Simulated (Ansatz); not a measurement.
# TaBeB: how the settings move a relaxation

How sensitive is a relaxation of TaBeB to its settings? A reference run comes first, then one run with altered input.

Program: Ansatz 0.2.0. Level of theory: reference: DFT, PBEsol, PAW with Ansatz's default frozen-core files, scalar-relativistic. These are calculated values, not measurements.

## 1. The structure to begin with

Symmetry: P-6m2, No. 187, hexagonal system. Conventional cell: a = 3.250 Å, b = 3.250 Å, c = 3.246 Å, α = 90.00°, β = 90.00°, γ = 120.00°. Around Ta (site symmetry -6m2) lie 6 Be at 2.48 Å and 6 B at 2.48 Å. Be (site symmetry -6m2) is surrounded by 3 B at 1.88 Å. B (site symmetry -6m2) is surrounded by 3 Be at 1.88 Å and 6 Ta at 2.48 Å.

As a file:

```cif
data_structure
_symmetry_space_group_name_H-M 'P-6m2'
_symmetry_Int_Tables_number 187
_cell_length_a 3.2499
_cell_length_b 3.2499
_cell_length_c 3.2461
_cell_angle_alpha 90.000
_cell_angle_beta 90.000
_cell_angle_gamma 120.000
_cell_volume 29.69
loop_
_atom_site_label
_atom_site_type_symbol
_atom_site_symmetry_multiplicity
_atom_site_Wyckoff_symbol
_atom_site_fract_x
_atom_site_fract_y
_atom_site_fract_z
_atom_site_occupancy
Ta1 Ta 1 a 0.00000 0.00000 0.00000 1
Be1 Be 1 d 0.33333 0.66667 0.50000 1
B1 B 1 f 0.66667 0.33333 0.50000 1
```

## 2. The reference run

Input file input.yaml:

```yaml
crystal:
  lattice:
    - [3.2499042036, 0.0, 0.0]
    - [-1.6249521018, 2.8144996002, 0.0]
    - [0.0, 0.0, 3.24610302]
  atoms:
    - { symbol: Ta, position: [0.0, 0.0, 0.0] }
    - { symbol: Be, position: [0.3333333333, 0.6666666667, 0.5] }
    - { symbol: B, position: [0.6666666667, 0.3333333333, 0.5] }
kpoints:
  mp_grid: { grid: [13, 13, 11] }
scf:
  occupations: { method: fermi_dirac, width: 0.05 }
hamiltonian:
  xc: pbesol
  pseudopotentials: { kind: paw }
output:
  forces: true
  stress: true
relax:
  f_tol: 0.01
  max_steps: 30
  cell: { stress_tol: 0.05, fix: [volume] }
```

The run is started by

```console
ansatz run input.yaml --threads 1 --pin off --max-ram 3072MiB --backend cpu --events-out ev --progress --plain --runs-dir out
```

## 3. Changed: mp_grid.grid [4, 4, 4]

Edit input.yaml of step 2 so:

```diff
@@ -10,3 +10,3 @@
 kpoints:
-  mp_grid: { grid: [13, 13, 11] }
+  mp_grid: { grid: [4, 4, 4] }
 scf:
```

Before running it: what results should come out? Wanted: for each run, ending; energy change; pressure; gap; force.

The runs gave:

| run | ending | energy change | pressure (GPa) | gap (eV) | force (eV/Å) | cycles | time |
| --- | --- | --- | --- | --- | --- | --- | --- |
| reference | converged | 0 | -3.3 | 0.00 | 0.00 | 26 | 18 s |
| 1: mp_grid.grid [4, 4, 4] | converged | +21.8 meV/atom | -3.0 | 0.00 | 0.00 | 26 | 3.3 s |

Changing the k-point mesh moves the energy by +21.8 meV/atom, and the pressure goes from -3.3 to -3.0 GPa. Sampling errors of the energy have no fixed sign. Cost: 3.3 s against 18 s.
